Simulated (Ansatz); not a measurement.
# H₇NOSSi₂: a ladder of functionals and wavefunction methods

The task here is to estimate one member of a computed series from the others.

Computed with Ansatz 0.2.0, Gaussian basis. Level: functionals in def2-TZVPP, the program's frozen cores in correlated methods.

The runs, in order: LDA (SPW92), PBE-D4, revPBE-D4, BLYP-D4, r2SCAN-D4, B97M-V, PBE0-D4, B3LYP-D4, r2SCANh-D4, r2SCAN0-D4, HSE06-D4, BHLYP-D4, CAM-B3LYP-D4, LC-ωPBE, ωB97X-V, ωB97M-V, B2PLYP, PBE-QIDH; CCSD(T)/def2-SVP; CCSD(T)/def2-TZVPP; MP2/def2-QZVPP; extrapolation to the limit; RPA on PBE.

### The relaxed structure

An earlier PBE0-D4 in a triple-zeta def2 set relaxation fixed the geometry.

SMILES `N[SiH](O)S[SiH3]`, 12 atoms, charge 0, spin multiplicity 1.

Atoms are counted from 1 here; the program's logs count them from 0.

Bond lengths: N1–Si2 1.702 Å, N1–H6 1.007 Å, N1–H7 1.007 Å, Si2–O3 1.644 Å, Si2–S4 2.130 Å, Si2–H8 1.483 Å, O3–H9 0.960 Å, S4–Si5 2.140 Å, Si5–H10 1.485 Å, Si5–H11 1.482 Å, Si5–H12 1.485 Å. Angles: Si2–N1–H6 121.7°, Si2–N1–H7 119.8°, H6–N1–H7 111.8°, N1–Si2–O3 112.5°, N1–Si2–S4 112.3°, N1–Si2–H8 105.7°, O3–Si2–S4 103.9°, O3–Si2–H8 111.5°, S4–Si2–H8 111.2°, Si2–O3–H9 116.5°, Si2–S4–Si5 98.4°, S4–Si5–H10 110.6°, S4–Si5–H11 112.0°, S4–Si5–H12 105.8°, H10–Si5–H11 109.8°, H10–Si5–H12 109.4°, H11–Si5–H12 109.2°.

The first run:

in.yaml

```yaml
crystal:
  periodic: [false, false, false]
  atoms:
    - {symbol: N, position_ang: [-2.292152, -0.698398, 0.657900]}
    - {symbol: Si, position_ang: [-0.657050, -0.606441, 0.194777]}
    - {symbol: O, position_ang: [0.327317, -0.188778, 1.443436]}
    - {symbol: S, position_ang: [-0.313561, 0.914465, -1.256488]}
    - {symbol: Si, position_ang: [1.807131, 1.092585, -1.027526]}
    - {symbol: H, position_ang: [-2.809681, 0.118690, 0.939536]}
    - {symbol: H, position_ang: [-2.889606, -1.397180, 0.247705]}
    - {symbol: H, position_ang: [-0.314837, -1.946158, -0.341926]}
    - {symbol: H, position_ang: [0.321976, -0.771244, 2.205919]}
    - {symbol: H, position_ang: [2.432366, -0.247867, -0.896280]}
    - {symbol: H, position_ang: [2.171440, 1.932113, 0.137659]}
    - {symbol: H, position_ang: [2.293655, 1.743009, -2.270714]}
basis:
  gaussian: {orbitals: def2-TZVPP}
hamiltonian: {xc: lda}
output: {orbitals: {seedname: orbitals}}
```

Command:

```
> ansatz run in.yaml --threads 4 --pin off --events-out ev --progress --plain --max-ram 10444MiB
```

Among the steps run: LDA; PBE-D4 (GGA); revPBE-D4 (GGA); BLYP-D4 (GGA); r2SCAN-D4 (meta-GGA); B97M-V (meta-GGA); PBE0-D4 (hybrid); B3LYP-D4 (hybrid); r2SCANh-D4 (hybrid); r2SCAN0-D4 (hybrid); HSE06-D4 (hybrid); BHLYP-D4 (hybrid); CAM-B3LYP-D4 (range-separated); LC-ωPBE (range-separated); ωB97X-V (range-separated); ωB97M-V (range-separated); B2PLYP (double hybrid); PBE-QIDH (double hybrid).

One of the session's tables, all rows but one given; the rest of the session is left out.

It belongs to the step «Orbital energies across the functionals». 

| functional | HOMO (eV) | LUMO (eV) | gap (eV) |
| --- | --- | --- | --- |
| LDA (SPW92) | -6.19 | -0.73 | 5.46 |
| PBE-D4 | -6.11 | -0.51 | 5.60 |
| revPBE-D4 | -6.07 | -0.41 | 5.66 |
| BLYP-D4 | -5.93 | -0.40 | 5.53 |
| r2SCAN-D4 | -6.39 | -0.07 | 6.32 |
| B97M-V | -6.55 | -0.31 | 6.24 |
| PBE0-D4 | -7.30 | 0.35 | 7.65 |
| B3LYP-D4 | -7.05 | 0.11 | 7.16 |
| r2SCANh-D4 | -6.83 | 0.21 | 7.04 |
| r2SCAN0-D4 | -7.49 | 0.62 | 8.12 |
| HSE06-D4 | -6.90 | -0.02 | 6.88 |
| BHLYP-D4 | -8.35 | 1.15 | 9.50 |
| CAM-B3LYP-D4 | ? | ? | ? |
| LC-ωPBE | -9.98 | 2.48 | 12.46 |
| ωB97X-V | -9.64 | 2.32 | 11.95 |
| ωB97M-V | -9.47 | 1.94 | 11.41 |

**Question.** Estimate the row for CAM-B3LYP-D4.

The run gave: HOMO (eV): -8.59; LUMO (eV): 1.27; gap (eV): 9.86. In the column «HOMO (eV)» it lies between ωB97M-V (-9.47) and BHLYP-D4 (-8.35).
